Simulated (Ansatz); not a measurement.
This script makes a scan of ordered alloys across composition of Tc-Re mixtures with the Ansatz DFT code, driven from Python.

The script, `alloy_tc.py`:
```python
"""Mixing of Tc and Re on the fcc lattice, after relaxing cells and atoms."""

from collections import Counter
import warnings

import ansatz as az
import numpy as np


def fcc(first, a):
    return (
        az.Lattice.fcc(a)
        .space_group(225)
        .atom(first, (0, 0, 0))
        .primitive()
    )

A_FIRST, A_LAST = 3.85, 3.89


def compute(name, crystal):
    calc = (
        crystal.calculation()
        .functional("r2SCAN")
        .basis(550)  # a bare number is in eV
        .kpoints(spacing=0.3)  # the mesh must be finer for metals
        .occupations("gaussian", width=0.1)  # smearing steadies the SCF of a metal
        .band_table()
    )
    calc = calc.relax(force_tolerance=0.01, max_steps=40, cell=True)
    return calc.run(threads=1)


def volume_per_atom(outcome):
    return abs(np.linalg.det(outcome.lattice.cell_ang)) / len(outcome.lattice.sites)


def counts(outcome):
    return Counter(site.symbol for site in outcome.lattice.sites)

warnings.simplefilter("ignore", az.DeckWarning)

# swap the mixed sites of the conventional cell one by one
phases = {}
for k in range(4 + 1):
    a = A_FIRST + (A_LAST - A_FIRST) * k / 4
    cell = fcc("Tc", a).conventional().resolved()
    sites = [site.position for site in cell.sites if site.symbol == "Tc"]
    for position in sites[:k]:
        cell = cell.substitution("Re", at=position, replaces="Tc")
    phases[f"Tc{4 - k}Re{k}"] = cell.resolved()

done = {name: compute(name, crystal) for name, crystal in phases.items()}

# mixing quantities against the straight line between the end members, both on this lattice
x = {name: counts(o)["Re"] / (counts(o)["Tc"] + counts(o)["Re"]) for name, o in done.items()}
first, last = min(x, key=x.get), max(x, key=x.get)
energy = {name: o.report["energy_sigma0_ev"] / len(o.lattice.sites) for name, o in done.items()}
volume = {name: volume_per_atom(o) for name, o in done.items()}
rows = []
for name in sorted(done, key=x.get):
    line = lambda table: (1 - x[name]) * table[first] + x[name] * table[last]
    rows.append((name, x[name], 1000 * (energy[name] - line(energy)), volume[name], 100 * (volume[name] / line(volume) - 1)))
print("| cell | x(Re) | E_mix (meV/atom) | V (A^3/atom) | excess V (%) |")
print("| --- | --- | --- | --- | --- |")
for row in rows:
    print(f"| {row[0]} | {row[1]:.3f} | {row[2]:+.1f} | {row[3]:.3f} | {row[4]:+.2f} |")
```

Do these ordered cells favour mixing or separation, and does the volume follow a straight line between the end members?

Mixing energies: -7 meV an atom at x(Tc) = 0.25 (volume -0.1 % off the straight line), -9 meV an atom at x(Tc) = 0.50 (volume +0.0 % off the straight line) and -6 meV an atom at x(Tc) = 0.75 (volume +0.0 % off the straight line). Values this small can change sign on a finer mesh.

The run itself:

`python alloy_tc.py` gives:
```text
| cell | x(Re) | E_mix (meV/atom) | V (A^3/atom) | excess V (%) |
| --- | --- | --- | --- | --- |
| Tc4Re0 | 0.000 | +0.0 | 14.273 | +0.00 |
| Tc3Re1 | 0.250 | -6.0 | 14.390 | -0.01 |
| Tc2Re2 | 0.500 | -9.0 | 14.508 | -0.02 |
| Tc1Re3 | 0.750 | -7.5 | 14.619 | -0.08 |
| Tc0Re4 | 1.000 | +0.0 | 14.749 | +0.00 |
```

What to keep in mind:
- The run is spin-unpolarised.
- Spin-orbit coupling, which matters for elements this heavy, is left out.
- These are small ordered cells, with both end members on the same lattice, which need not be their own; they aren't random solutions. Differences under about 40 meV an atom lie within the error of mesh and functional.
- The cells are prototypes set up for this calculation and needn't exist.
- Timing: 90 s on 1 thread of Intel(R) Xeon(R) Platinum 8375C CPU @ 2.90GHz (Ice Lake), on a shared host, peak memory 0.65 GiB.

(Lines on the test bed's own set-up are left out of the output.)
